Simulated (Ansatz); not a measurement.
# H11C2NO4: the cost of one run

Program: Ansatz 0.2.0. Level of theory: DFT PBE+D3(BJ), plane waves, PAW, scalar-relativistic, no spin polarisation. These are calculated values, not measurements.

## Step 1: The structure to begin with

The cell holds 18 atoms (C2H11NO4): a = 5.915 Å, b = 5.915 Å, c = 5.915 Å, α = 90.00°, β = 90.00°, γ = 90.00°.

The coordinates stand in the first input below.

## Step 2: Relaxing the start

Input file input.yaml:

```yaml
crystal:
  lattice:
    - [5.915482, 0.0, 0.0]
    - [0.0, 5.915482, 0.0]
    - [0.0, 0.0, 5.915482]
  atoms:
    - { symbol: O, position: [1.0064918, 0.2154605, 1.0207614] }
    - { symbol: H, position: [1.015469, 0.2943857, 0.8775866] }
    - { symbol: H, position: [0.8601005, 0.1422459, 1.0165213] }
    - { symbol: O, position: [0.6524011, 0.7907099, 0.219213] }
    - { symbol: H, position: [0.5277134, 0.8793808, 0.16091] }
    - { symbol: H, position: [0.6140634, 0.7671733, 0.3766457] }
    - { symbol: O, position: [0.476334, 0.3154375, 0.6936336] }
    - { symbol: H, position: [0.3354605, 0.3281993, 0.7760993] }
    - { symbol: H, position: [0.4671581, 0.168463, 0.6220578] }
    - { symbol: O, position: [0.2014938, 0.3207454, 0.3992216] }
    - { symbol: H, position: [0.087441, 0.4380722, 0.3932915] }
    - { symbol: H, position: [0.3285807, 0.3849208, 0.318356] }
    - { symbol: C, position: [0.0689203, 0.7424083, 0.7291805] }
    - { symbol: C, position: [0.0724769, 0.7359663, 0.9760168] }
    - { symbol: "N", position: [0.0753458, 0.73077, 1.1751229] }
    - { symbol: H, position: [0.07189, 0.9172347, 0.6702049] }
    - { symbol: H, position: [0.2160689, 0.6541723, 0.661262] }
    - { symbol: H, position: [-0.0839401, 0.6607848, 0.6657573] }
basis:
  ecutwfc: 420.0
kpoints:
  mp_grid: { grid: [1, 1, 1] }
hamiltonian:
  xc: pbe
  dispersion: d3bj
scf:
  occupations: { method: fermi_dirac, width: 0.05 }
  lower_state_search: "off"
relax:
  f_tol: 0.3
  max_steps: 15
  adjacent_minimum: "off"
```

On the command line:

```sh
$ ansatz run input.yaml --threads 1 --pin off --max-ram 3072MiB --backend cpu --events-out ev --progress --plain --runs-dir out
```

**Question.** How long does this run take on 1 thread of AMD EPYC 9R14 (Zen 4), shared host, and how much memory does it need?

About 13 s, with a peak of 0.39 GiB.
